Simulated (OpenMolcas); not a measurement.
**Co³⁺ among point charges: CASSCF and CASPT2 levels and susceptibility**

How does a field of 6 point charges split the states of Co³⁺, and what χT follows?

The numbers are computed with OpenMolcas 26.06 (state-averaged CASSCF and CASPT2, spin-orbit coupling by RASSI with atomic mean-field integrals), except any that are marked as measured or tabulated.

## Step 1: Starting point

| Quantity | Value |
| --- | --- |
| Species | Co³⁺ (cobalt, Z = 27, 24 electrons) |
| Basis | ANO-RCC-VDZP [5s4p2d1f], 34 functions |
| Scalar Hamiltonian | DKH2, point nucleus |
| Inactive shells | 1s 2s 2p 3s 3p |
| Active space | 6 electrons in 5 orbitals (3d) |
| Some configurations of this space | 3d6 |
| Orbitals | optimised for each spin and parity, averaged over all roots |

The outer shells:

3d6
```
3d [↑↓][↑ ][↑ ][↑ ][↑ ]
```

The ion sits among 6 point charges of -1 e arranged as a trigonal antiprism (D3d), 1.82 Å from the ion, with a polar angle of 55.8° against the regular 54.74°.

The work runs as a chain of OpenMolcas steps in one folder; each step below is one input file. Labels, J, g values, rates, χT and fits are worked out afterwards by a script from the matrices that RASSI stores. The input lists half of the charges; inversion (Group=XYZ) makes the rest.

## Step 2: Basis and integrals

a.inp reads:

```
&GATEWAY
Coord
1

Co 0.0 0.0 0.0
Basis=ANO-RCC-VDZP
Group=XYZ
NoMove
AngMom=0.0 0.0 0.0
AMFI
XField
3 Angstrom 0
0.000000 1.505828 1.022195 -1.000000
1.304085 -0.752914 1.022195 -1.000000
1.304085 0.752914 -1.022195 -1.000000
&SEWARD
```

The run is started by

```
$ OMP_NUM_THREADS=1 MOLCAS_MEM=1689 MOLCAS_PROJECT=a pymolcas a.inp > a.log
```

## Step 3: CASSCF: quintets of even parity, 5 roots

a.inp reads:

```
&RASSCF
FileOrb=start.orb
Symmetry=1
Spin=5
nActEl=6 0 0
Inactive=3 6
Ras2=5 0
CIRoot=5 5 1
SDav=5
CIMx=300
Iter=120 100
PrWF=0.3
OrbListing=Nothing
MaxOrb=0
>>> COPY $Project.JobIph JOB001
```

start.orb holds the contracted functions of the basis, ordered by shell, or the orbitals of the step before.

## Step 4: Reference wave functions, triplets of even parity, 45 roots

a.inp reads:

```
&RASSCF
FileOrb=start.orb
Symmetry=1
Spin=3
nActEl=6 0 0
Inactive=3 6
Ras2=5 0
CIRoot=45 45 1
SDav=45
CIMx=300
Iter=120 100
PrWF=0.3
OrbListing=Nothing
MaxOrb=0
>>> COPY $Project.JobIph JOB002
```

## Step 5: Reference wave functions, singlets of even parity, 50 roots

a.inp reads:

```
&RASSCF
FileOrb=start.orb
Symmetry=1
Spin=1
nActEl=6 0 0
Inactive=3 6
Ras2=5 0
CIRoot=50 50 1
SDav=50
CIMx=300
Iter=120 100
PrWF=0.3
OrbListing=Nothing
MaxOrb=0
>>> COPY $Project.JobIph JOB003
```

## Step 6: RASSI: spin-orbit coupling between the states

a.inp reads:

```
&RASSI
NrOfJobIphs=3 5 45 50
1 2 3 4 5
1 2 3 4 5 6 7 8 9 10 11 12 13 14 15 16 17 18 19 20 21 22 23 24 25 26 27
28 29 30 31 32 33 34 35 36 37 38 39 40 41 42 43 44 45
1 2 3 4 5 6 7 8 9 10 11 12 13 14 15 16 17 18 19 20 21 22 23 24 25 26 27
28 29 30 31 32 33 34 35 36 37 38 39 40 41 42 43 44 45 46 47 48 49 50
IphNames
JOB001
JOB002
JOB003
EJob
SpinOrbit
DIPRint=1.0
SOCoupling=1000.0
Subsets=2
Property=9
'ANGMOM' 1 'ANGMOM' 2 'ANGMOM' 3 'MLTPL  1' 1 'MLTPL  1' 2 'MLTPL  1' 3
'AMFI' 1 'AMFI' 2 'AMFI' 3
SOProperty=3
'ANGMOM' 1 'ANGMOM' 2 'ANGMOM' 3
```

## Step 7: CASPT2: IPEA 0.25, imaginary shift 0.1 (closed shells correlated: 3s 3p)

a.inp reads:

```
>>> COPY JOB001 $Project.JobIph
&CASPT2
Multistate=5 1 2 3 4 5
NoMult
Frozen=2 3
IPEA=0.25
Imaginary=0.1
MaxIter=60
WThr=0.0 0.3 0.05
PrWF=0.5
NoMix
>>> COPY JOB002 $Project.JobIph
&CASPT2
Multistate=45 1 2 3 4 5 6 7 8 9 10 11 12 13 14 15 16 17 18 19 20 21 22
23 24 25 26 27 28 29 30 31 32 33 34 35 36 37 38 39 40 41 42 43 44 45
NoMult
Frozen=2 3
IPEA=0.25
Imaginary=0.1
MaxIter=60
WThr=0.0 0.3 0.05
PrWF=0.5
NoMix
>>> COPY JOB003 $Project.JobIph
&CASPT2
Multistate=50 1 2 3 4 5 6 7 8 9 10 11 12 13 14 15 16 17 18 19 20 21 22
23 24 25 26 27 28 29 30 31 32 33 34 35 36 37 38 39 40 41 42 43 44 45 46
47 48 49 50
NoMult
Frozen=2 3
IPEA=0.25
Imaginary=0.1
MaxIter=60
WThr=0.0 0.3 0.05
PrWF=0.5
NoMix
```

(Steps that only read results are left out.)

Before running it: what results should come out? Wanted: spin-free ground state; first state of the same spin within the active space; lowest level; next level.

**Answer**, as computed:

| quantity | value |
| --- | --- |
| method | SS-CASPT2, IPEA 0.25, imaginary shift 0.1 (closed shells correlated: 3s 3p) |
| spin-free ground state | 5A1, 1-fold in its orbital part |
| first state of the same spin within the active space | 5E at 289 cm⁻¹ |
| lowest level | 1-fold A1 |
| next level | 35.9 cm⁻¹ |
| χT at 300 K | 4.50 cm³ K/mol |
| effective moment at 300 K | 6.00 μB |

Cost by method:

```csv
method,time of its own steps,time with the reference
A. CASSCF,23 s,23 s
"B. SS-CASPT2, IPEA 0.25, imaginary shift 0.1, +3s 3p",6.3 s,29 s
```

Times are of one thread on a shared host.

The spin-free ground state (5A1) comes to 100 % from free-ion D terms and keeps the highest spin of the shell. χT at 300 K is 4.50, against 3.01 cm³ K/mol for the spin alone, so orbital moment adds to it. An active space of the d shell alone favours high spin; real ions in strong fields can be low spin. CASPT2 does not keep the components of a term degenerate, and the means are used. The field of point charges can differ much from that of real complexes. With metal d orbitals alone active, the gaps between spin states are rough; where two lie within a few thousand cm-1, their order is open. This is an electrostatic model: the charges have no orbitals.
